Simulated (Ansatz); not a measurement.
# Al: the cost of one run

Method: DFT PBEsol, scalar-relativistic, plane waves, PAW, in Ansatz 0.2.0.

72 further runs of the same task are left out: 72 set aside as unsound or not needed.

## (1) The starting structure

The structure is hexagonal, space group P6_3/mmc (No. 194). The conventional cell has a = 2.850 Å, b = 2.850 Å, c = 4.638 Å, α = 90.00°, β = 90.00°, γ = 120.00°. Al (site symmetry -6m2) is surrounded by 12 Al at 2.84 to 2.85 Å.

Structure file:

```cif
data_structure
_symmetry_space_group_name_H-M 'P6_3/mmc'
_symmetry_Int_Tables_number 194
_cell_length_a 2.8497
_cell_length_b 2.8497
_cell_length_c 4.6383
_cell_angle_alpha 90.000
_cell_angle_beta 90.000
_cell_angle_gamma 120.000
_cell_volume 32.62
loop_
_atom_site_label
_atom_site_type_symbol
_atom_site_symmetry_multiplicity
_atom_site_Wyckoff_symbol
_atom_site_fract_x
_atom_site_fract_y
_atom_site_fract_z
_atom_site_occupancy
Al1 Al 2 c 0.66667 0.33333 0.75000 1
```

It goes back to an entry of the Materials Project, which need not be the stable form.

It is the result of an earlier relaxation at this level (volume 16.31 Å³/atom; gap on the mesh: none (metal)).

## (2) Plan of the line

The energy is mapped over the lattice constants a and c of the conventional cell.

The axes are (1) lattice constant a (and b): 11 values from 2.650 to 3.049 Å; (2) lattice constant c: 11 values from 4.267 to 5.009 Å.

Nothing else is relaxed (symmetry fixes all fractional coordinates). Energies count from the relaxed crystal. Points are written as (first, second).

## (3) Grid point (2.810 Å, 4.267 Å)

Contents of input.yaml:

```yaml
crystal:
  lattice:
    - [2.8098, 0.0, 0.0]
    - [-1.4049, 2.4333581796, 0.0]
    - [0.0, 0.0, 4.2672]
  atoms:
    - { symbol: Al, position: [0.6666666667, 0.3333333333, 0.75] }
    - { symbol: Al, position: [0.3333333333, 0.6666666667, 0.25] }
basis:
  ecutwfc: 420
kpoints:
  mp_grid: { grid: [18, 18, 10] }
hamiltonian:
  xc: pbesol
  pseudopotentials: { kind: paw, azcp: { folder: soft_1 } }
scf:
  occupations: { method: gaussian, width: 0.15 }
output:
  forces: true
  stress: true
  eigenvalues: true
  write_density: true
  write_potential: true
  elf: true
  volumetric_format: npy
```

Run with:

```
$ ansatz run input.yaml --threads 1 --pin off --max-ram 2048MiB --backend cpu --events-out ev --progress --plain --runs-dir out
```

Q: Estimate wall time and peak memory on 1 thread of Intel Xeon Platinum 8259CL at 2.50GHz (Skylake/Cascade Lake), shared host.

About 4 s, with a peak of 0.38 GiB.
